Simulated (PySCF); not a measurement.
# tetramethylborate (C4H12B−): NMR shifts and electronic excitations in gas and solvents, part 2 of 2

PySCF 2.14.0. Atoms count from 0. Earlier steps stand in the parts before.

## Step 5: NMR shieldings: wB97X-D/pcSseg-1 in chloroform

The job: settings as JSON, then the geometry in Å.

```
{"job": {"kind": "nmr", "xc": "wB97X-D", "basis": "pcSseg-1", "solvent": "chloroform", "pop": false}, "charge": -1, "multiplicity": 1}
C     -0.340094    -0.855457    -1.318807
B      0.068592     0.135873    -0.063758
C      0.285672     1.673175    -0.624920
C     -1.138547     0.126375     1.061911
C      1.468992    -0.400218     0.626581
H     -1.276960    -0.538488    -1.821887
H     -0.498124    -1.905181    -0.995656
H      0.442364    -0.884961    -2.105110
H      0.565450     2.382287     0.181443
H     -0.629262     2.084354    -1.099406
H      1.088667     1.735141    -1.388303
H     -2.105727     0.478744     0.647498
H     -1.325370    -0.886825     1.473989
H     -0.913527     0.780366     1.929680
H      1.377607    -1.432841     1.022387
H      2.316419    -0.413546    -0.089688
H      1.789753     0.234071     1.478694
```

Level: GIAO wB97X-D/pcSseg-1 NMR shielding, non-relativistic, IEF-PCM chloroform.

The program printed:

```text
coarse grid: 12872 points
cycle   1  E = -184.3947834742  dE =  3.528e-02  |g| = 5.814e-01  |ddm| = 3.310e+00
cycle   2  E = -184.4309771126  dE = -3.619e-02  |g| = 5.050e-01  |ddm| = 1.329e+00
cycle   3  E = -184.4999419166  dE = -6.896e-02  |g| = 1.601e-02  |ddm| = 5.518e-01
cycle   4  E = -184.5000772895  dE = -1.354e-04  |g| = 3.234e-03  |ddm| = 4.686e-02
cycle   5  E = -184.5000801310  dE = -2.841e-06  |g| = 1.129e-03  |ddm| = 5.053e-03
final grid: 120504 points
cycle   6  E = -184.5288103145  dE = -2.094e-04  |g| = 3.384e-03  |ddm| = 4.032e-02
cycle   7  E = -184.5288139715  dE = -3.657e-06  |g| = 1.419e-03  |ddm| = 7.095e-03
cycle   8  E = -184.5288144561  dE = -4.846e-07  |g| = 5.521e-04  |ddm| = 1.808e-03
cycle   9  E = -184.5288145577  dE = -1.017e-07  |g| = 1.084e-04  |ddm| = 1.058e-03
cycle  10  E = -184.5288145618  dE = -4.050e-09  |g| = 3.655e-05  |ddm| = 2.812e-04
cycle  11  E = -184.5288145623  dE = -5.182e-10  |g| = 4.522e-06  |ddm| = 9.969e-05
converged SCF energy = -184.5288145623

GIAO shielding tensors (ppm)
atom      isotropic    diamagn.    paramagn.     s11        s22        s33       span
  0 C      168.862     247.841     -78.979    160.114    160.185    186.287     26.173
  1 B      129.056     171.749     -42.693    129.047    129.058    129.063      0.017
  2 C      168.844     247.771     -78.927    160.097    160.137    186.300     26.203
  3 C      168.898     247.884     -78.986    160.180    160.202    186.311     26.131
  4 C      168.825     247.840     -79.014    160.079    160.119    186.277     26.197
  5 H       32.124      31.591       0.533     29.184     29.738     37.450      8.266
  6 H       32.116      31.619       0.497     29.174     29.732     37.441      8.268
  7 H       32.122      31.581       0.541     29.181     29.749     37.436      8.256
  8 H       32.121      31.472       0.649     29.182     29.741     37.441      8.259
  9 H       32.122      31.477       0.644     29.184     29.735     37.446      8.262
 10 H       32.119      31.466       0.653     29.179     29.742     37.437      8.258
 11 H       32.117      31.614       0.503     29.172     29.737     37.441      8.269
 12 H       32.120      31.647       0.473     29.177     29.735     37.447      8.270
 13 H       32.121      31.609       0.513     29.182     29.739     37.443      8.261
 14 H       32.118      31.604       0.514     29.178     29.736     37.441      8.262
 15 H       32.121      31.561       0.560     29.183     29.740     37.439      8.257
 16 H       32.123      31.569       0.554     29.185     29.745     37.440      8.256
```

Wall time 17 s (1 thread, shared host).

This run: δ C0 16.4, B1 -27.0, H5 -0.76 ppm (means over like atoms).

## Step 6: Excited states and response: CAM-B3LYP/def2-SVPD

The job, as its differences from that of step 5:

```diff
@@ -1,2 +1,2 @@
-{"job": {"kind": "nmr", "xc": "wB97X-D", "basis": "pcSseg-1", "solvent": "chloroform", "pop": false}, "charge": -1, "multiplicity": 1}
+{"job": {"kind": "uv", "xc": "CAM-B3LYP", "basis": "def2-SVPD", "dynamic": true, "nstates": 6, "ntriplets": 0}, "charge": -1, "multiplicity": 1}
 C     -0.340094    -0.855457    -1.318807
```

With the program's defaults for keys left out, this is: TDDFT CAM-B3LYP/def2-SVPD, vertical, gas phase, core orbitals frozen in the response.

The program printed:

```text
coarse grid: 12872 points
cycle   1  E = -184.1263059199  dE =  4.065e-02  |g| = 6.548e-01  |ddm| = 5.724e+00
cycle   2  E = -184.0973921569  dE =  2.891e-02  |g| = 7.555e-01  |ddm| = 3.584e+00
cycle   3  E = -184.2619443642  dE = -1.646e-01  |g| = 1.919e-02  |ddm| = 2.405e+00
cycle   4  E = -184.2620894702  dE = -1.451e-04  |g| = 9.278e-03  |ddm| = 1.125e-01
cycle   5  E = -184.2621141079  dE = -2.464e-05  |g| = 1.320e-03  |ddm| = 2.832e-02
cycle   6  E = -184.2621148377  dE = -7.298e-07  |g| = 1.969e-04  |ddm| = 8.075e-03
final grid: 120504 points
cycle   7  E = -184.2995507568  dE = -3.962e-05  |g| = 3.615e-03  |ddm| = 1.816e-01
cycle   8  E = -184.2995510038  dE = -2.470e-07  |g| = 3.514e-03  |ddm| = 2.613e-02
cycle   9  E = -184.2995542852  dE = -3.281e-06  |g| = 2.152e-04  |ddm| = 7.228e-03
cycle  10  E = -184.2995542973  dE = -1.208e-08  |g| = 1.167e-04  |ddm| = 9.849e-04
cycle  11  E = -184.2995543013  dE = -4.003e-09  |g| = 6.664e-06  |ddm| = 3.644e-04
cycle  12  E = -184.2995543013  dE = -3.638e-11  |g| = 1.677e-06  |ddm| = 7.445e-05
converged SCF energy = -184.2995543013

Static polarisability (au): isotropic 83.837, principal 83.832 83.836 83.842

Singlet excitations
state   eV       nm        f      main configurations
  1   5.8308    212.6   0.07002   H->L 0.95
  2   5.8315    212.6   0.07002   H-1->L 0.95
  3   5.8326    212.6   0.07012   H-2->L 0.95
  4   7.0652    175.5   0.00576   H-1->L+1 0.31, H->L+2 0.29, H->L+3 0.18
  5   7.0659    175.5   0.00575   H-2->L+2 0.23, H->L+3 0.22, H-1->L+2 0.19
  6   7.0665    175.5   0.00574   H-2->L+3 0.28, H-1->L+3 0.24, H-2->L+1 0.19
```

It took 33 s on 1 thread, shared host.

The orbitals next to the gap, with their largest atomic shares:

```tsv
orbital	eV	atoms
HOMO−3	-6.32	C3 20 %, C0 19 %, C4 12 %
HOMO−2	-3.64	C3 27 %, B1 23 %, C0 18 %
HOMO−1	-3.64	C2 33 %, B1 23 %, C3 11 %
HOMO	-3.63	C4 31 %, B1 23 %, C0 16 %
LUMO	4.86	B1 40 %, C3 4 %, C0 4 %
LUMO+1	6.10	C2 20 %, H8 11 %, C0 11 %
LUMO+2	6.10	C4 14 %, C0 12 %, H16 9 %
```

With each of the 6 states as a Gaussian band of 0.4 eV half-width at 1/e, the curve within the window shown has maxima at 212 nm (ε 8,500), 175 nm (ε 700) L/(mol cm). Beyond the last state computed it falls off for lack of states. The curve at chosen wavelengths:

nm, ε (L/mol/cm) and a bar:
```
      168        397 
      171        581 #
      173        666 #
      176        695 #
      179        611 #
      182        474 
      184        398 
      187        377 
      190        565 #
      192        861 ##
      195       1634 #####
      198       2830 #########
      201       4361 ###############
      203       5457 ###################
      206       6981 ########################
      209       8072 ############################
      212       8506 ##############################
      214       8396 ##############################
      217       7703 ###########################
      220       6563 #######################
      222       5677 ####################
      225       4330 ###############
      228       3114 ##########
      231       2121 ######
      233       1596 ####
      236       1003 ##
```

Ground-state properties from the same run:

```tsv
property	computed
polarisability (Å³)	12.42
HOMO–LUMO gap (eV)	8.50
−ε(HOMO) (eV)	3.63
C6 with itself (au)	2584
```

## Step 7: TDDFT and polarisability: CAM-B3LYP/def2-SVPD in chloroform

The job, as its differences from that of step 6:

```diff
@@ -1,2 +1,2 @@
-{"job": {"kind": "uv", "xc": "CAM-B3LYP", "basis": "def2-SVPD", "dynamic": true, "nstates": 6, "ntriplets": 0}, "charge": -1, "multiplicity": 1}
+{"job": {"kind": "uv", "xc": "CAM-B3LYP", "basis": "def2-SVPD", "solvent": "chloroform", "nstates": 6, "ntriplets": 0}, "charge": -1, "multiplicity": 1}
 C     -0.340094    -0.855457    -1.318807
```

Level: TDDFT CAM-B3LYP/def2-SVPD, vertical, IEF-PCM chloroform (non-equilibrium linear response), core orbitals frozen in the response.

The program printed:

```text
coarse grid: 12872 points
cycle   1  E = -184.1983504381  dE = -3.101e-02  |g| = 6.309e-01  |ddm| = 5.722e+00
cycle   2  E = -184.1950949875  dE =  3.255e-03  |g| = 6.660e-01  |ddm| = 2.465e+00
cycle   3  E = -184.3221669970  dE = -1.271e-01  |g| = 1.491e-02  |ddm| = 1.557e+00
cycle   4  E = -184.3222847275  dE = -1.177e-04  |g| = 3.070e-03  |ddm| = 1.080e-01
cycle   5  E = -184.3222878856  dE = -3.158e-06  |g| = 1.262e-03  |ddm| = 1.428e-02
final grid: 120504 points
cycle   6  E = -184.3597018316  dE = -3.943e-05  |g| = 3.291e-03  |ddm| = 1.802e-01
cycle   7  E = -184.3597021931  dE = -3.615e-07  |g| = 3.132e-03  |ddm| = 2.323e-02
cycle   8  E = -184.3597048478  dE = -2.655e-06  |g| = 1.286e-04  |ddm| = 5.641e-03
cycle   9  E = -184.3597048546  dE = -6.817e-09  |g| = 4.118e-05  |ddm| = 9.602e-04
cycle  10  E = -184.3597048551  dE = -5.261e-10  |g| = 9.338e-06  |ddm| = 1.361e-04
converged SCF energy = -184.3597048551

Static polarisability (au): isotropic 101.888, principal 101.851 101.879 101.933

Singlet excitations
state   eV       nm        f      main configurations
  1   6.2288    199.0   0.08735   H->L 0.95
  2   6.2296    199.0   0.08729   H-1->L 0.95
  3   6.2309    199.0   0.08765   H-2->L 0.95
  4   7.4977    165.4   0.00606   H->L+2 0.20, H-1->L+2 0.19, H->L+1 0.18
  5   7.4982    165.4   0.00602   H->L+3 0.32, H-1->L+1 0.24, H-2->L+2 0.20
  6   7.4993    165.3   0.00593   H-1->L+3 0.22, H-2->L+3 0.21, H-2->L+1 0.15
```

It took 28 s on 1 thread, shared host.

Key values: HOMO -6.94 eV, LUMO 2.04 eV; lowest singlet 6.23 eV.

## Step 8: Comparing the runs: NMR shifts

Shifts (ppm), means over like atoms, with basis size and wall time (the measured row can stand on another reference than the computed rows):

```tsv
run	C0	H5	B1	functions	time
PBE0/pcSseg-1 in chloroform	16.8	-0.77	-27.4	145	15 s
WP04/pcSseg-1 in chloroform	16.5	-0.80	-21.9	145	14 s
wB97X-D/pcSseg-1 in chloroform	16.4	-0.76	-27.0	145	17 s
measured	–	–	-20.2	–	–
```

Measured: Macháček, Bühl, Fanfrlík, Hnyk, 11B NMR of BX3 and BX4-, J. Phys. Chem. A (author manuscript).

## Step 9: Comparing the runs: electronic excitations

Excitations and ground-state properties, with basis size and wall time:

```tsv
run	lowest singlet (eV)	brightest (eV)	f	gap (eV)	α (Å³)	functions	time
CAM-B3LYP/def2-SVPD	5.83	5.83	0.070	8.50	12.42	196	33 s
CAM-B3LYP/def2-SVPD in chloroform	6.23	6.23	0.088	8.99	15.10	196	28 s
```

## Step 10: What came out

The summary covers parts 1 to 2.

```
                                                                           quantity                        value
                                                                        point group                           Td
                                               rotational constants (main isotopes)         3.88, 3.88, 3.88 GHz
13C shifts against TMS (PBE0/pcSseg-1, chloroform, means over atoms taken as alike)                     16.8 ppm
 1H shifts against TMS (PBE0/pcSseg-1, chloroform, means over atoms taken as alike)                    -0.77 ppm
                            11B shifts against BF3·OEt2 (PBE0/pcSseg-1, chloroform)                    -27.4 ppm
                                           measured, and computed on the same scale        B1 δ -20.2, -27.4 ppm
                                               lowest singlet (CAM-B3LYP/def2-SVPD)  5.83 eV (213 nm), f = 0.070
                                           brightest single state of those computed  state 3, 5.83 eV, f = 0.070
                                                           range of the shift of B1           -27.4 to -21.9 ppm
                                                        range of the lowest singlet              5.83 to 6.23 eV
```

The optimisation took 2 steps and gained 0.050 eV; among the close pairs (by a distance rule), C3–H11 changed most, from 1.093 to 1.110 Å. No frequency check was run at this level, so the end point may be a saddle. At PBE0/pcSseg-1: The largest span, 27 ppm, is at C0, C2, C3, C4, where the paramagnetic term is -79 ppm. The one measured 11B shift is missed by -7.2 ppm (computed less measured, unscaled). Vibration and temperature are missing from the calculation, and it holds one conformer, so part of the miss against the measured shifts is not the functional's. The lowest singlet, at 5.83 eV, is HOMO→LUMO 0.95 and is bright; of the 6 states computed, the strongest absorption comes from states 1 to 3 together at 5.83 eV. The lowest singlet lies above −ε(HOMO); no detachment energy was computed, so the anion's states may not be bound. Across the 3 runs the shift of B1 moves most, between -27.4 (PBE0/pcSseg-1 in chloroform) and -21.9 ppm (WP04/pcSseg-1 in chloroform). The lowest singlet runs from 5.83 eV (CAM-B3LYP/def2-SVPD) to 6.23 eV (CAM-B3LYP/def2-SVPD in chloroform), while the orbital gap spans 8.50 to 8.99 eV. The lowest state need not be the same one in every run.
